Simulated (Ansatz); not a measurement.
# C3H3F2NO: the cost of one run

Method: RKS PBE-D4/6-31G, in Ansatz 0.2.0.

## Step 1: The starting structure

Bond lengths: N1–C2 1.346 Å, C2–C3 1.350 Å, C3–F4 1.243 Å, C2–C5 1.471 Å, C3–C5 1.452 Å, C5–O6 1.456 Å, C5–F7 1.411 Å, N1–H8 1.016 Å, N1–H9 1.014 Å, O6–H10 0.988 Å. Angles (14 of 16 angles, heavy atoms first): N1–C2–C3 128.2°, N1–C2–C5 129.2°, C3–C2–C5 61.8°, C2–C3–F4 121.2°, C2–C3–C5 63.2°, F4–C3–C5 128.3°, C2–C5–C3 55.0°, C2–C5–O6 119.8°, C2–C5–F7 114.4°, C3–C5–O6 122.7°, C3–C5–F7 117.3°, O6–C5–F7 114.5°, C2–N1–H8 109.7°, C2–N1–H9 116.2°.

Coordinates:

```xyz
10

N    -0.4072   -0.1067    1.4066
C     0.4480   -0.4410    0.4228
C     0.1776   -1.0676   -0.7420
F    -0.9761   -1.4355   -1.0226
C     0.7431    0.2670   -0.8325
O    -0.0462    1.4310   -1.2081
F     2.1172    0.3683   -1.1352
H    -1.3459   -0.4093    1.1619
H    -0.1796   -0.4499    2.3336
H    -0.4478    1.7926   -0.3815
```

## Step 2: End point A

Contents of input.yaml:

```yaml
crystal:
  periodic: [false, false, false]
  atoms:
    - { symbol: "N", position_ang: [-0.4072, -0.1067, 1.4066] }
    - { symbol: C, position_ang: [0.448, -0.441, 0.4228] }
    - { symbol: C, position_ang: [0.1776, -1.0676, -0.742] }
    - { symbol: F, position_ang: [-0.9761, -1.4355, -1.0226] }
    - { symbol: C, position_ang: [0.7431, 0.267, -0.8325] }
    - { symbol: O, position_ang: [-0.0462, 1.431, -1.2081] }
    - { symbol: F, position_ang: [2.1172, 0.3683, -1.1352] }
    - { symbol: H, position_ang: [-1.3459, -0.4093, 1.1619] }
    - { symbol: H, position_ang: [-0.1796, -0.4499, 2.3336] }
    - { symbol: H, position_ang: [-0.4478, 1.7926, -0.3815] }
basis:
  gaussian: { orbitals: "6-31G" }
hamiltonian:
  xc: pbe
  dispersion: d4
relax:
  f_tol: 0.015
  max_steps: 40
output:
  orbitals: {}
```

Command:

```sh
ansatz run input.yaml --threads 1 --pin off --max-ram 2048MiB --backend cpu --events-out ev --progress --plain --runs-dir out
```

What time and memory should one allow on 1 thread of Arm Neoverse V2, shared host?

About 59 s, with a peak of 0.17 GiB.
